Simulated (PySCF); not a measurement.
# BH8OPSi2: magnetic properties

The task here is to estimate one member of a computed series from the others.

Computed with PySCF 2.14.0 and routines of our own; the level stands in each step. Atoms count from 0.

## The starting structure

13 atoms, charge 0, multiplicity 1; geometry from: PBE0-D3(BJ)/def2-SVP.

The first run:

Job settings and geometry (Å):

```
{"job": {"kind": "mag", "xc": "B97-2", "basis": "pcSseg-1"}, "charge": 0, "multiplicity": 1}
B      2.924902     0.270533     0.366768
P      1.240062     0.905671    -0.043788
Si     0.095985    -0.772912    -0.988312
O     -1.530108    -0.478274    -0.901109
Si    -2.710701     0.101682     0.117145
H      3.890444     0.982361     0.245284
H      3.015374    -0.819312     0.877447
H      1.373466     1.913428    -1.032667
H      0.434577    -0.943291    -2.427266
H      0.466814    -1.982236    -0.198110
H     -3.982093     0.176903    -0.653919
H     -2.337947     1.460411     0.611862
H     -2.881802    -0.815873     1.282931
```

Level: GIAO B97-2/pcSseg-1 magnetisability, rotational g tensor and spin-rotation constants, non-relativistic, gas phase.

Started as:

```sh
> OMP_NUM_THREADS=1 python excited_run.py task.json out
```

This one command runs all jobs of the session in turn.

Steps of the session up to this table: Magnetic properties: GIAO B97-2/pcSseg-1; Magnetic properties: GIAO HCTH407/pcSseg-1; Magnetic properties: GIAO HSE06/pcSseg-1; Magnetic properties: GIAO BHandHLYP/pcSseg-1; Magnetic properties: GIAO wB97X-D/pcSseg-1; Magnetic properties: GIAO KT2/pcSseg-1.

One table of the session follows, with a row left open; its other results are not shown here.

| level | gap (eV) |
| --- | --- |
| GIAO B97-2/pcSseg-1 | 5.52 |
| GIAO HCTH407/pcSseg-1 | 3.93 |
| GIAO HSE06/pcSseg-1 | 4.97 |
| GIAO BHandHLYP/pcSseg-1 | 7.58 |
| GIAO wB97X-D/pcSseg-1 | 9.32 |
| GIAO KT2/pcSseg-1 | ? |

**Question.** Estimate the row for GIAO KT2/pcSseg-1.

As computed: gap (eV): 3.91. In the column «gap (eV)» it is the lowest.

Limits of these values: Vibrational averaging and real surroundings are missing from these values.
